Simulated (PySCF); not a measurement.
The system is Cl2BGeH3, in a box.

```xyz
7
Lattice="13.0000 0.0000 0.0000 0.0000 13.0000 0.0000 0.0000 0.0000 13.0000" Properties=species:S:1:pos:R:3 pbc="T T T"
Cl    8.0208    5.3484    8.0725
B     6.4777    5.7548    7.3753
Cl    5.1889    4.5849    7.4685
Ge    6.1482    7.5752    6.4516
H     5.7151    7.3373    4.9955
H     5.0052    8.3110    7.1705
H     7.4046    8.4571    6.4671
```

Program: PySCF 2.14.0. Alike in all runs: task atomic charges; potentials or basis pob-tzvp-rev2 (all-electron); no spin polarisation; cell as given; k mesh 1 × 1 × 1; smearing fixed.

Order these runs on this cell by their band gap on the k mesh, lowest first.
A. level SCAN0; exxdiv ewald; three-centre integrals read from an earlier run's file
B. level PBE0+D3(BJM); exxdiv ewald; three-centre integrals read from an earlier run's file; three-body dispersion term no
C. level wB97X; exxdiv ewald; three-centre integrals read from an earlier run's file
D. level PBE

D (4.24 eV), B (6.45 eV), A (6.78 eV), C (11.15 eV).

Caveats: this is a molecule in a periodic box at the Γ point, so its band gap is the HOMO-LUMO gap; relativity is left out, which matters for the heavier elements; the basis of atomic orbitals isn't converged, which shifts pressures, moduli and gaps.

